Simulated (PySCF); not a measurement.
**C₄H₃BF₂O: electronic excitations**

Wanted: the electronic excitations of C₄H₃BF₂O (`C=C1OC(BF)=C1F`), by calculation.

Programs: PySCF 2.14.0, with density-fitted response routines of our own. Each step states its level of theory. These are calculated values for one molecule in the gas phase, unless marked as measured. Atoms are numbered from 0 throughout.

### Step 1. Starting geometry

11 atoms, charge 0, multiplicity 1; geometry from: GFN2-xTB.

Bonds of the start (Å): C0–C1 1.32, C1–O2 1.40, O2–C3 1.43, C3–B4 1.53, B4–F5 1.32, C3–C6 1.36, C6–F7 1.32, C6–C1 1.46, C0–H8 1.08, C0–H9 1.07, B4–H10 1.17.

### Step 2. Excited states and response: CAM-B3LYP/def2-SVPD

The job: settings as JSON, then the geometry in Å.

```
{"job": {"kind": "uv", "xc": "CAM-B3LYP", "basis": "def2-SVPD", "nstates": 8, "ntriplets": 3}, "charge": 0, "multiplicity": 1}
C      2.371881     0.108945    -0.354841
C      1.064726     0.047803    -0.181190
O      0.028585     0.234995    -1.103920
C     -0.914024    -0.004009    -0.058301
B     -2.441416     0.012892    -0.188331
F     -3.157461    -0.224990     0.889765
C      0.072248    -0.194909     0.861623
F      0.150032    -0.475161     2.152830
H      2.791107     0.330127    -1.320099
H      3.039686    -0.061066     0.470205
H     -2.999939     0.228045    -1.193704
```

Method: TDDFT CAM-B3LYP/def2-SVPD, vertical, gas phase, core orbitals frozen in the response.

On the command line:

```bash
$ OMP_NUM_THREADS=1 python probes_run.py task.json out
```

The driver reads the jobs from task.json and runs them one after another.

What will the session give for the following? lowest singlet (CAM-B3LYP/def2-SVPD); brightest single state of those computed; lowest triplet; surface potential, 1st and 99th percentile. Wanted: lowest singlet; brightest single state of those computed; lowest triplet; surface potential, 1st and 99th percentile.

**Answer**, as computed:

```
                                quantity                        value
    lowest singlet (CAM-B3LYP/def2-SVPD)  3.89 eV (319 nm), f = 0.067
brightest single state of those computed  state 2, 5.34 eV, f = 0.499
                          lowest triplet                      2.36 eV
   surface potential, 1st and 99th percentile           -1.07 V and 1.50 V
```

In words: The first singlet state (HOMO→LUMO 0.94) lies at 3.89 eV and is bright; of the 8 states computed, the strongest absorption comes from state 2 at 5.34 eV. The lowest triplet lies 1.53 eV below the lowest singlet (triplets in Tamm-Dancoff, singlets in full TDDFT). By nearest atom (CAM-B3LYP/def2-SVPD), the HOMO sits on O2 28 %; C3, C6 about 27 % each and the LUMO on B4 24 %; C6 19 %.
